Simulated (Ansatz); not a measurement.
# Cl4Hf: the cost of one run

Method: RKS LDA/def2-SVP, in Ansatz 0.2.0.

## (1) The structure to begin with

Bond lengths: Hf1–Cl2 2.520 Å, Hf1–Cl3 2.520 Å, Hf1–Cl4 2.518 Å, Hf1–Cl5 2.518 Å. Angles: Cl2–Hf1–Cl3 109.5°, Cl2–Hf1–Cl4 109.5°, Cl2–Hf1–Cl5 109.5°, Cl3–Hf1–Cl4 109.5°, Cl3–Hf1–Cl5 109.5°, Cl4–Hf1–Cl5 109.5°.

Coordinates:

```xyz
5

Hf    0.0000    0.0000    0.0000
Cl    0.0000    0.0000    2.5200
Cl    2.3764    0.0000   -0.8392
Cl   -1.1869    2.0563   -0.8392
Cl   -1.1869   -2.0563   -0.8392
```

## (2) Preparing the start

Contents of input.yaml:

```yaml
crystal:
  periodic: [false, false, false]
  atoms:
    - { symbol: Hf, position_ang: [0.0, 0.0, 0.0] }
    - { symbol: Cl, position_ang: [0.0, 0.0, 2.52] }
    - { symbol: Cl, position_ang: [2.3764, 0.0, -0.8392] }
    - { symbol: Cl, position_ang: [-1.1869, 2.0563, -0.8392] }
    - { symbol: Cl, position_ang: [-1.1869, -2.0563, -0.8392] }
basis:
  gaussian: { orbitals: def2-SVP }
hamiltonian:
  xc: lda
relax:
  f_tol: 0.02
  max_steps: 40
output:
  orbitals: {}
```

Run with:

```bash
$ ansatz run input.yaml --threads 2 --pin off --max-ram 3072MiB --backend cpu --events-out ev --progress --plain --runs-dir out
```

Q: Estimate wall time and peak memory on 2 threads of Arm Neoverse V2, shared host.

About 7.3 s, with a peak of 0.2 GiB.
